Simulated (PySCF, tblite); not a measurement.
# C₄H₈F₂OSi: geometry, infrared bands and NMR shifts

What infrared bands and NMR shifts should C₄H₈F₂OSi (`FCO[C@@H]1[SiH2]C[C@H]1F`) show?

Computed with tblite 0.8.0 and PySCF 2.14.0, with density-fitted response routines of our own, on a single molecule in the gas phase. Atoms are numbered from 0 throughout.

### Step 1. The starting structure

16 atoms, charge 0, multiplicity 1; geometry from: force field or distance geometry start.

Bonds of the start (Å): F0–C1 1.36, C1–O2 1.40, O2–C3 1.46, C3–Si4 1.90, Si4–C5 1.89, C5–C6 1.57, C6–F7 1.35, C6–C3 1.58, C1–H8 1.10, C1–H9 1.08, C3–H10 1.09, Si4–H11 1.49, Si4–H12 1.49, C5–H13 1.08, C5–H14 1.09, C6–H15 1.12.

### Step 2. Optimising the geometry with GFN2-xTB

The job: settings as JSON, then the geometry in Å.

```
{"job": {"kind": "relax", "xc": "GFN2-xTB", "basis": "xTB"}, "charge": 0, "multiplicity": 1}
F      1.526900    -1.445300     1.727500
C      2.223000    -0.533300     1.001000
O      1.374000     0.552700     0.745900
C      0.391900     0.347000    -0.313200
Si    -1.060900     1.574600    -0.288800
C     -1.847400    -0.048400    -0.839000
C     -0.681200    -0.799100    -0.105400
F     -0.336400    -1.976400    -0.678900
H      3.075400    -0.198000     1.616700
H      2.584800    -1.003300     0.092800
H      0.872400     0.306500    -1.290100
H     -1.018200     2.619400    -1.349500
H     -1.511200     2.016800     1.062100
H     -2.837700    -0.250900    -0.447200
H     -1.848000    -0.179300    -1.919500
H     -0.915000    -0.974300     0.974300
```

Launch:

```
> OMP_NUM_THREADS=1 python probes_run.py task.json out
```

The driver reads the jobs from task.json and runs them one after another.

**Question.** This job is followed by: GFN2-xTB harmonic vibrations, gas phase; GIAO PBE0/pcSseg-1 NMR shielding, non-relativistic, gas phase. Predict these results of the whole session: strongest single infrared mode (GFN2-xTB); zero-point energy (GFN2-xTB); 13C shifts against TMS (PBE0/pcSseg-1); 1H shifts against TMS (PBE0/pcSseg-1); 19F shifts against CFCl3 (PBE0/pcSseg-1); 17O shifts against H2O (PBE0/pcSseg-1); 29Si shifts against TMS (PBE0/pcSseg-1).

The runs gave:

| quantity | value |
| --- | --- |
| strongest single infrared mode (GFN2-xTB) | 2291 cm⁻¹, 287 km/mol |
| zero-point energy (GFN2-xTB) | 70.9 kcal/mol |
| 13C shifts against TMS (PBE0/pcSseg-1) | 111.1, 97.6, 86.0, 14.3 ppm |
| 1H shifts against TMS (PBE0/pcSseg-1) | 5.87, 5.76, 5.42, 4.64, 4.40, 4.32, 1.94, 1.52 ppm |
| 19F shifts against CFCl3 (PBE0/pcSseg-1) | -162.4, -167.9 ppm |
| 17O shifts against H2O (PBE0/pcSseg-1) | 106.0 ppm |
| 29Si shifts against TMS (PBE0/pcSseg-1) | -56.4 ppm |

What this shows: Over 73 steps the energy fell by 0.336 eV; of the close pairs, C3–C6 changed most, 1.584 to 1.540 Å. All 42 modes are real, so the xTB geometry is a minimum. The strongest single mode, at 2291 cm⁻¹, moves mainly H11. Unscaled tight-binding wavenumbers are off by several per cent, some by more. Its intensities can rank the bands wrongly. At PBE0/pcSseg-1: The widest tensor belongs to F0: span 210 ppm, with a paramagnetic part of -137 ppm.
